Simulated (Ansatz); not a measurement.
This script makes a convergence test of the plane-wave cutoff of AlRu, space group Pm-3m with Ansatz 0.2.0, Python API.

`ecut.py`
```python
# -*- coding: utf-8 -*-
"""Cutoff test for AlRu."""

import ansatz as az
import pandas as pd

params = {
    "occupations": "Fermi-Dirac",
    "width_ev": 0.05,
    "scf_tol": 1e-07,
}


def main():
    xtal = (
        az.Lattice.of((2.9916, 0.0, 0.0), (0.0, 2.9916, 0.0), (0.0, 0.0, 2.9916))
        .atom("Al", (0.0, 0.0, 0.0))
        .atom("Ru", (0.5, 0.5, 0.5))
    )

    model = (
        xtal.calculation()
        .kpoints(8)
        .occupations(params["occupations"], width=params["width_ev"])
        .scf(tolerance=params["scf_tol"])
    )

    rows = []
    for value in [250, 325, 400, 475]:
        rep = model.basis(value).run().report
        rows.append((value, rep["free_energy_ev"] / len(rep["lattice"]["sites"]), rep["n_iterations"], rep["n_pw"]))

    table = pd.DataFrame(rows, columns=["cutoff (eV)", "F/atom (eV)", "iterations", "plane waves"])
    print(table.round(5).to_string(index=False))

    # the last row is the reference
    for row in rows[:-1]:
        shift = 1000 * (row[1] - rows[-1][1])
        print(f"{row[0]}: {shift:+.2f} meV/atom" + ("  (within 2 meV)" if abs(shift) < 2 else ""))


if __name__ == "__main__":
    main()
```

How fast does the energy converge with the cutoff (threshold 2 meV an atom)?

From 400 eV on it stays within 2 meV an atom of the value at 475 eV; the first row (250 eV) is off by 802.2 meV and the last but one by 1.43 meV. The energy falls steadily, as expected when plane waves are added.

The output:

```console
$ python ecut.py
DeckWarning: basis.ecutwfc = 250 eV is below the records' recommended 420 eV, and the density's cutoff is lower with it unless basis.ecutrho_ratio is high enough to keep the records' density cutoff: compare with a run at a higher cutoff
DeckWarning: basis.ecutwfc = 325 eV is below the records' recommended 420 eV, and the density's cutoff is lower with it unless basis.ecutrho_ratio is high enough to keep the records' density cutoff: compare with a run at a higher cutoff
DeckWarning: basis.ecutwfc = 400 eV is below the records' recommended 420 eV, and the density's cutoff is lower with it unless basis.ecutrho_ratio is high enough to keep the records' density cutoff: compare with a run at a higher cutoff
 cutoff (eV)  F/atom (eV)  iterations  plane waves
         250  -3207.91718           6          251
         325  -3208.68905           6          365
         400  -3208.71791           6          461
         475  -3208.71934           6          619
250: +802.16 meV/atom
325: +30.29 meV/atom
400: +1.43 meV/atom  (within 2 meV)
```
(Warnings from the package without file and line.)

Caveats:
- No spin polarisation was allowed.
- The mesh is modest for a metal, so energies can be off by several to tens of meV an atom and pressures by half a GPa or more; differences at equal mesh fare better.
- No functional is typed, so the default, PBE, holds.
- The structure is a deposited one; some such entries were measured under pressure or heat, so a shift against it needn't be the functional's error alone.
- Shifts are counted from the last row, which is itself no proven limit.
- Hardware and time: 2.5 s on 1 thread of Arm Neoverse V2, with other jobs on the host, peak memory 0.38 GiB.
